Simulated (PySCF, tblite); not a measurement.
# C5H12OSSi2: geometry, infrared bands and NMR shifts

What infrared bands and NMR shifts should C5H12OSSi2 (`[SiH3]O[C@@H]1C[C@@]12C[C@H]2S[SiH3]`) show?

Programs: tblite 0.8.0 and PySCF 2.14.0, with density-fitted response routines of our own. Each step states its level of theory. These are calculated values for one molecule in the gas phase, unless marked as measured. Atoms are numbered from 0 throughout.

### Step 1. The molecule as given

21 atoms, charge 0, multiplicity 1; geometry from: force field or distance geometry start.

Bonds of the start (Å): Si0–O1 1.65, O1–C2 1.45, C2–C3 1.52, C3–C4 1.45, C4–C5 1.47, C5–C6 1.55, C6–S7 1.73, S7–Si8 2.14, C4–C2 1.45, C6–C4 1.47, Si0–H9 1.47, Si0–H10 1.48, Si0–H11 1.50, C2–H12 1.10, C3–H13 1.08, C3–H14 1.09, C5–H15 1.09, C5–H16 1.08, C6–H17 1.09, Si8–H18 1.48, Si8–H19 1.49, Si8–H20 1.49.

### Step 2. Optimising the geometry with GFN2-xTB

Job settings and geometry (Å):

```
{"job": {"kind": "relax", "xc": "GFN2-xTB", "basis": "xTB"}, "charge": 0, "multiplicity": 1}
Si    -1.901000     2.023600    -0.626700
O     -1.207800     1.062900     0.520600
C     -1.408600    -0.367300     0.450300
C     -0.874100    -1.130600     1.649200
C     -0.243200    -1.228600     0.350600
C      0.148900    -2.345500    -0.512700
C      1.133300    -1.208300    -0.155400
S      1.665200    -0.150400    -1.423000
Si     2.650100     1.447100    -0.390100
H     -1.525200     1.573900    -1.979700
H     -1.483900     3.431900    -0.430800
H     -3.390300     1.936300    -0.497700
H     -2.363100    -0.737500     0.056800
H     -0.370500    -0.569900     2.429600
H     -1.454500    -1.973100     2.014200
H      0.319300    -3.310300    -0.039800
H     -0.244900    -2.384000    -1.512700
H      1.912700    -1.493300     0.552000
H      3.317100     2.328600    -1.377800
H      3.658500     0.866900     0.535300
H      1.653200     2.244700     0.387500
```

Launch:

```
OMP_NUM_THREADS=1 python probes_run.py task.json out
```

The driver reads the jobs from task.json and runs them one after another.

**Question.** This job is followed by: GFN2-xTB harmonic vibrations, gas phase; GIAO PBE0/pcSseg-1 NMR shielding, non-relativistic, gas phase. What will the session give for the following? strongest single infrared mode (GFN2-xTB); zero-point energy (GFN2-xTB); ¹³C shifts against TMS (PBE0/pcSseg-1); ¹H shifts against TMS (PBE0/pcSseg-1, means over atoms taken as alike); ²⁹Si shifts against TMS (PBE0/pcSseg-1); ¹⁷O shifts against H2O (PBE0/pcSseg-1); ³³S shifts against CS2 (PBE0/pcSseg-1).

**Answer**, as computed:

| quantity | value |
| --- | --- |
| strongest single infrared mode (GFN2-xTB) | 2225 cm⁻¹, 439 km/mol |
| zero-point energy (GFN2-xTB) | 92.9 kcal/mol |
| ¹³C shifts against TMS (PBE0/pcSseg-1) | 60.8, 27.4, 23.4, 19.0, 18.1 ppm |
| ¹H shifts against TMS (PBE0/pcSseg-1, means over atoms taken as alike) | 5.02, 4.66, 3.68, 2.34, 1.19, 1.14, 1.04, 0.95 ppm |
| ²⁹Si shifts against TMS (PBE0/pcSseg-1) | -33.7, -52.9 ppm |
| ¹⁷O shifts against H2O (PBE0/pcSseg-1) | 21.4 ppm |
| ³³S shifts against CS2 (PBE0/pcSseg-1) | -146 ppm |

Relaxing lowered the energy by 0.413 eV in 109 steps; the close pair that moved most is C6–S7, from 1.735 to 1.805 Å. No mode is imaginary among the 57: a minimum at this level. The strongest single mode, at 2225 cm⁻¹, moves mainly H11. GFN2-xTB is a fitted tight-binding method: band positions and strengths are rough. Its intensities can rank the bands wrongly. At PBE0/pcSseg-1: The largest span, 391 ppm, is at S7, where the paramagnetic term is -409 ppm.
